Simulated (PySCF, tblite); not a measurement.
# C5H7ClFO2 radical: geometry, infrared bands and EPR parameters

What infrared bands and EPR parameters should C5H7ClFO2 radical (`F[C@@]1(CCCl)[CH]OCO1`) show?

Programs: tblite 0.8.0 and PySCF 2.14.0, with density-fitted response routines of our own. Each step states its level of theory. These are calculated values for one molecule in the gas phase, unless marked as measured. Atoms are numbered from 0 throughout.

## Step 1: The starting structure

16 atoms, charge 0, multiplicity 2; geometry from: force field or distance geometry start.

Bonds of the start (Å): F0–C1 1.37, C1–C2 1.53, C2–C3 1.51, C3–Cl4 1.78, C1–C5 1.46, C5–O6 1.36, O6–C7 1.44, C7–O8 1.43, O8–C1 1.42, C2–H9 1.10, C2–H10 1.09, C3–H11 1.11, C3–H12 1.10, C5–H13 1.07, C7–H14 1.10, C7–H15 1.11.

## Step 2: Geometry optimisation with GFN2-xTB

Job settings and geometry (Å):

```
{"job": {"kind": "relax", "xc": "GFN2-xTB", "basis": "xTB"}, "charge": 0, "multiplicity": 2}
F     -0.148100    -1.557500     0.696900
C     -0.225000    -0.431500    -0.075700
C      1.189600    -0.007900    -0.459200
C      2.035200     0.246100     0.763100
Cl     3.686600     0.702700     0.297300
C     -1.148900    -0.627000    -1.195400
O     -2.359700    -0.025900    -1.013600
C     -2.229800     0.491200     0.324100
O     -0.860300     0.559900     0.712500
H      1.133300     0.915600    -1.053700
H      1.640400    -0.784700    -1.083200
H      2.113000    -0.665800     1.388300
H      1.631700     1.050200     1.398700
H     -1.006100    -1.182100    -2.104400
H     -2.682200     1.494700     0.367100
H     -2.777400    -0.169000     1.025700
```

Started as:

```console
OMP_NUM_THREADS=1 python probes_run.py task.json out
```

One launch serves the whole session: the jobs run in the order shown.

The log of the run:

```text
step      E/eV     max force
  0    -860.59677    1.958
  1    -860.71890    0.810
  2    -860.74711    0.212
  3    -860.75145    0.161
  4    -860.75434    0.102
  5    -860.75540    0.091
  6    -860.75604    0.068
  7    -860.75664    0.069
  8    -860.75726    0.094
  9    -860.75775    0.074
 10    -860.75811    0.049
 11    -860.75849    0.062
 12    -860.75903    0.084
 13    -860.75978    0.119
 14    -860.76066    0.106
 15    -860.76154    0.078
 16    -860.76236    0.074
 17    -860.76313    0.103
 18    -860.76401    0.126
 19    -860.76498    0.094
 20    -860.76588    0.090
 21    -860.76673    0.080
 22    -860.76755    0.102
 23    -860.76826    0.094
 24    -860.76877    0.053
 25    -860.76904    0.052
 26    -860.76927    0.059
 27    -860.76950    0.050
 28    -860.77002    0.043
 29    -860.77025    0.047
 30    -860.77062    0.045
 31    -860.77089    0.043
 32    -860.77121    0.044
 33    -860.77148    0.042
 34    -860.77171    0.036
 35    -860.77191    0.030
 36    -860.77208    0.027
 37    -860.77217    0.018
 38    -860.77221    0.012
 39    -860.77223    0.012
 40    -860.77225    0.010
```

Wall time 0.24 s (1 thread of Arm Neoverse V2, shared host).

Relaxation path: (not every step is listed)

```csv
step,energy from step 0 (eV),largest force (eV/Å)
0,0.0000,1.9581
1,-0.1221,0.8102
2,-0.1503,0.2123
3,-0.1547,0.1612
4,-0.1576,0.1024
5,-0.1586,0.0910
6,-0.1593,0.0681
7,-0.1599,0.0688
8,-0.1605,0.0937
10,-0.1613,0.0494
12,-0.1623,0.0837
14,-0.1639,0.1062
16,-0.1656,0.0735
18,-0.1672,0.1264
20,-0.1691,0.0904
22,-0.1708,0.1023
24,-0.1720,0.0532
26,-0.1725,0.0590
28,-0.1733,0.0429
30,-0.1739,0.0447
32,-0.1744,0.0441
34,-0.1749,0.0362
35,-0.1751,0.0303
36,-0.1753,0.0274
37,-0.1754,0.0179
38,-0.1754,0.0122
39,-0.1755,0.0116
40,-0.1755,0.0100
```

Distances of close pairs at the start and the end, largest changes first:

```csv
bond,before (Å),after (Å),change (Å)
F0–C1,1.368,1.432,+0.064
O6–C7,1.440,1.404,-0.036
C1–O8,1.417,1.387,-0.030
C7–O8,1.425,1.403,-0.022
C3–H11,1.108,1.089,-0.019
C1–C5,1.465,1.483,+0.018
C2–C3,1.508,1.521,+0.013
C3–H12,1.102,1.089,-0.012
```

The end geometry stands in the next job.

## Step 3: Vibrational analysis with GFN2-xTB

Job settings and geometry (Å):

```
{"job": {"kind": "ir", "xc": "GFN2-xTB", "basis": "xTB"}, "charge": 0, "multiplicity": 2}
F     -0.127869    -1.610293     0.599656
C     -0.213066    -0.388231    -0.142072
C      1.218641     0.017430    -0.477611
C      2.020631     0.243542     0.794925
Cl     3.679740     0.740443     0.386326
C     -1.144923    -0.561780    -1.282051
O     -2.359275    -0.050168    -0.935840
C     -2.224144     0.498174     0.349408
O     -0.855567     0.548478     0.654053
H      1.184876     0.932324    -1.069456
H      1.665495    -0.777944    -1.075131
H      2.089591    -0.671382     1.382266
H      1.577775     1.038293     1.393952
H     -1.120861    -1.322708    -2.032636
H     -2.632762     1.514620     0.374845
H     -2.765881    -0.141855     1.067956
```

The log of the run:

```text
mode    cm-1     km/mol
  1      58.9      0.83
  2      82.7      1.75
  3     106.1      0.59
  4     138.9      7.99
  5     187.2      9.25
  6     243.5      1.26
  7     293.1     25.96
  8     339.6      4.75
  9     377.5     22.11
 10     466.1      5.53
 11     529.7     22.34
 12     654.2     47.25
 13     722.2     69.65
 14     741.0      5.29
 15     769.5      7.06
 16     813.7     63.33
 17     890.3     27.68
 18     970.6     50.89
 19    1002.7     35.67
 20    1046.6     62.71
 21    1059.5     12.72
 22    1069.1     10.52
 23    1090.4     19.75
 24    1114.1     12.07
 25    1137.1      6.63
 26    1165.0     22.09
 27    1183.5    116.37
 28    1228.9     10.91
 29    1240.9      5.65
 30    1270.1     32.24
 31    1313.8     58.76
 32    1332.5     18.93
 33    1436.6      3.28
 34    1447.8      1.23
 35    1465.5      0.63
 36    2831.4     31.14
 37    2943.7     14.79
 38    2994.5      1.00
 39    2995.8      1.69
 40    3007.2      6.15
 41    3008.9      6.66
 42    3184.5      1.54
```

Run time: 0.48 s. Hardware: 1 thread of Arm Neoverse V2, shared host.

Which atoms move in the most intense modes:

| cm⁻¹ | km/mol | atoms |
| --- | --- | --- |
| 654 | 47.2 | C2 29 %, F0 25 %, C1 17 % |
| 722 | 69.7 | C1 27 %, C3 22 % |
| 814 | 63.3 | C1 19 %, H12 16 %, H11 15 % |
| 971 | 50.9 | C7 43 %, H13 23 %, O6 22 % |
| 1003 | 35.7 | C2 17 %, H11 17 %, H12 13 %, H9 12 % |
| 1047 | 62.7 | C7 43 %, O8 38 % |
| 1184 | 116.4 | C1 52 % |
| 1314 | 58.8 | C2 23 %, H10 21 %, H9 20 % |

## Step 4: g tensor and hyperfine couplings: B3LYP/pcH-1

The job, as its differences from that of step 3:

```diff
@@ -1,2 +1,2 @@
-{"job": {"kind": "ir", "xc": "GFN2-xTB", "basis": "xTB"}, "charge": 0, "multiplicity": 2}
+{"job": {"kind": "epr", "basis": "pcH-1"}, "charge": 0, "multiplicity": 2}
 F     -0.127869    -1.610293     0.599656
```

Method: UKS B3LYP, pcH-1 on C Cl F H O, non-relativistic, mean-field spin-orbit, GIAO.

The log of the run:

```text
UKS, coarse grid
  cycle   1  E = -905.05189821  |g| = 6.72e-01
  cycle   2  E = -904.84446271  |g| = 1.05e+00
  cycle   3  E = -905.19537684  |g| = 9.45e-02
  cycle   4  E = -905.19787452  |g| = 5.66e-02
  cycle   5  E = -905.19904928  |g| = 1.47e-02
  cycle   6  E = -905.19911726  |g| = 5.34e-03
  cycle   7  E = -905.19913045  |g| = 1.47e-03
  cycle   8  E = -905.19913008  |g| = 5.39e-04
UKS, final grid
  cycle   1  E = -905.19905922  |g| = 5.18e-04
  cycle   2  E = -905.19905916  |g| = 6.80e-04
  cycle   3  E = -905.19905934  |g| = 1.03e-04
  cycle   4  E = -905.19905935  |g| = 4.77e-05
  cycle   5  E = -905.19905935  |g| = 2.36e-05
E = -905.19905935 Eh   <S^2> = 0.7534 (exact 0.7500)
g shifts (ppm)      1          2          3
  rmc          -220       -220       -220
  gc              2         57         52
  oz_so          -2        940       2117
  total        -219        777       1949
hyperfine (MHz)  atom isotope    a_iso     a_fc   dipolar eigenvalues
    0   19F     229.50     228.91    -91.17    -82.99    174.17
    1   13C       2.09       2.09     -2.04     -0.37      2.41
    2   13C      11.42      11.43     -1.71     -1.41      3.12
    3   13C       7.24       7.24     -0.60     -0.51      1.12
    4  35Cl       0.28       0.27     -0.40     -0.34      0.74
    5   13C     138.30     138.30    -73.14    -72.55    145.69
    6   17O     -30.68     -30.73    -76.79     37.33     39.46
    7   13C      -7.36      -7.37     -2.03     -0.71      2.73
    8   17O      -1.01      -1.01     -4.53      1.67      2.85
    9    1H       5.17       5.17     -4.26     -2.45      6.71
   10    1H      -0.84      -0.84     -2.76     -2.68      5.44
   11    1H       0.17       0.17     -1.22     -0.77      1.99
   12    1H      -0.13      -0.13     -1.10     -0.92      2.03
   13    1H     -37.39     -37.43    -33.80     -2.07     35.88
   14    1H      11.71      11.71     -3.32     -2.77      6.09
   15    1H      30.64      30.64     -3.24     -2.64      5.88
```

It took 2.2 min on 1 thread of Arm Neoverse V2, shared host; peak memory 1.1 GiB.

Principal g values 2.00210, 2.00310, 2.00427; g(iso) = 2.00316, against 2.00232 for a free electron.

Hyperfine couplings, nucleus by nucleus at this fixed geometry (no averaging over rotations):

| nuclei | isotope | a(iso) (MHz) | a(iso) (G, at g = 2.0023) | largest dipolar term (MHz) |
| --- | --- | --- | --- | --- |
| F0 | 19F | 229.5 | 81.9 | 174.2 |
| C5 | 13C | 138.3 | 49.3 | 145.7 |
| H13 | 1H | -37.4 | -13.3 | 35.9 |
| O6 | 17O | -30.7 | -10.9 | -76.8 |
| H15 | 1H | 30.6 | 10.9 | 5.9 |
| H14 | 1H | 11.7 | 4.2 | 6.1 |
| C2 | 13C | 11.4 | 4.1 | 3.1 |
| C7 | 13C | -7.4 | -2.6 | 2.7 |
| C3 | 13C | 7.2 | 2.6 | 1.1 |
| H9 | 1H | 5.2 | 1.8 | 6.7 |
| C1 | 13C | 2.1 | 0.7 | 2.4 |
| O8 | 17O | -1.0 | -0.4 | -4.5 |
| H10 | 1H | -0.8 | -0.3 | 5.4 |
| Cl4 | 35Cl | 0.3 | 0.1 | 0.7 |

Mulliken spin populations:

F0 0.03; C1 -0.03; C2 0.01; C3 0.00; Cl4 0.00; C5 0.84; O6 0.15; C7 -0.02; O8 0.01; H9 0.00; H10 0.00; H11 0.00; H12 0.00; H13 -0.03; H14 0.01; H15 0.02

In first order the couplings over 0.8 MHz of 19F, 1H give 64 distinct lines over 112.5 G.

Orbitals, density, ELF and potential are computed afterwards from the orbital file.

ELF in a plane through or near 9 of the atoms.

Ten even steps from ' ' (0.00) to '@' (1.00):
```
                                                        
                                                        
                                                        
                                                        
                  --==::                                
        ....    --@@@@@@    --==..    ....              
      --++++--  ++@@@@@@  ::##%%--..--==--              
    ..**%%%%##::++@@@@%%  ==%%**##++::**++..            
    ::##@@%%**##++::##==  ::##++##++@@..--              
    ::##%%--::%%**--%%##++++**##----####--              
    ..##%%%%##**--##%%--%%%%..++..::##**##==..          
      ==##%%%%::  ==**::**##**@@--**##**@@##::          
      ::==**++    %%@@@@++::==####::****##++..          
          ..    --@@@@@@==  ..++%%%%==  ..              
                ::@@@@@@::  ..%%@@@@##                  
                  ..--::    ..##@@@@%%..                
                              ==%%%%++                  
                                                        
                                                        
                                                        
```
The map spans 12.6 Å across and 9.8 Å up, centred on the molecule. Atoms in the plane (x, y in Å): C2 (-1.2, -0.5), C3 (-2.1, 0.6), C5 (1.3, -1.2), O6 (2.5, -0.5), C7 (2.2, 0.8), O8 (0.8, 0.9), H10 (-1.5, -1.5), H12 (-1.8, 1.5), H13 (1.4, -2.3).

On the surface of density 0.002 e/bohr³ the electrostatic potential runs, from the 1st to the 99th percentile, from -0.87 V near F0 to 1.33 V near H13.

The spin density lies nearest to C5 58 %; O6 18 %; H13 10 %.

## Step 5: Outcome

| quantity | value |
| --- | --- |
| strongest single infrared mode (GFN2-xTB) | 1184 cm⁻¹, 116 km/mol |
| zero-point energy (GFN2-xTB) | 71.4 kcal/mol |
| g(iso) (B3LYP) | 2.00316 |
| ⟨S²⟩ | 0.753 (exact 0.75) |
| largest a(iso) | 19F on F0, 229.5 MHz |
| surface potential, 1st and 99th percentile | -0.87 V and 1.33 V |

What this shows: Relaxing lowered the energy by 0.175 eV in 40 steps; the close pair that moved most is F0–C1, from 1.368 to 1.432 Å. All 42 modes are real, so the xTB geometry is a minimum. The strongest single mode, at 1184 cm⁻¹, moves mainly C1. Unscaled tight-binding wavenumbers are off by several per cent, some by more. Its intensities can rank the bands wrongly. Most of the unpaired spin sits on C5 (0.84 e). The isotropic g lies 0.8 ppt above the free-electron value.
